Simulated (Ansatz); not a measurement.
# SiTe3: the cost of one run

Method: DFT PBE, scalar-relativistic, plane waves, PAW, in Ansatz 0.2.0.

### Step 1. Starting point

The structure is cubic, space group Pm-3m (No. 221). The conventional cell has a = 5.263 Å, b = 5.263 Å, c = 5.263 Å, α = 90.00°, β = 90.00°, γ = 90.00°. Si (site symmetry m-3m) has 12 Te at 3.72 Å in its first shell of neighbours. Te (site symmetry 4/mmm) has 4 Si at 3.72 Å and 8 Te at 3.72 Å in its first shell of neighbours.

Structure file:

```
Si Te
1.0
     5.26349    0.00000    0.00000
     0.00000    5.26349    0.00000
     0.00000    0.00000    5.26349
Si Te
1 3
Direct
  0.00000 0.00000 0.00000
  0.50000 0.00000 0.50000
  0.00000 0.50000 0.50000
  0.50000 0.50000 0.00000
```

A structure generator made this guess: species swapped into a database cell of Sc3Al (Pm-3m, No. 221), with Te on the Sc sites and Si on the Al sites. Its size is a rough estimate.

### Step 2. A first look at the guess

input.yaml reads:

```yaml
crystal:
  lattice:
    - [5.26348812, 0.0, 0.0]
    - [0.0, 5.26348812, 0.0]
    - [0.0, 0.0, 5.26348812]
  atoms:
    - { symbol: Si, position: [0.0, 0.0, 0.0] }
    - { symbol: Te, position: [0.5, 0.0, 0.5] }
    - { symbol: Te, position: [0.0, 0.5, 0.5] }
    - { symbol: Te, position: [0.5, 0.5, 0.0] }
basis:
  ecutwfc: 420
kpoints:
  mp_grid: { grid: [4, 4, 4] }
hamiltonian:
  xc: pbe
scf:
  occupations: { method: gaussian, width: 0.1 }
  lower_state_search: "off"
output:
  forces: true
  stress: true
  eigenvalues: true
```

On the command line:

```bash
$ ansatz run input.yaml --threads 1 --pin off --max-ram 2560MiB --backend cpu --events-out ev --progress --plain --runs-dir out
```

What time and memory should one allow on 1 thread of AMD EPYC 7R32 (Zen 2), shared host?

About 2.3 s, with a peak of 0.39 GiB.
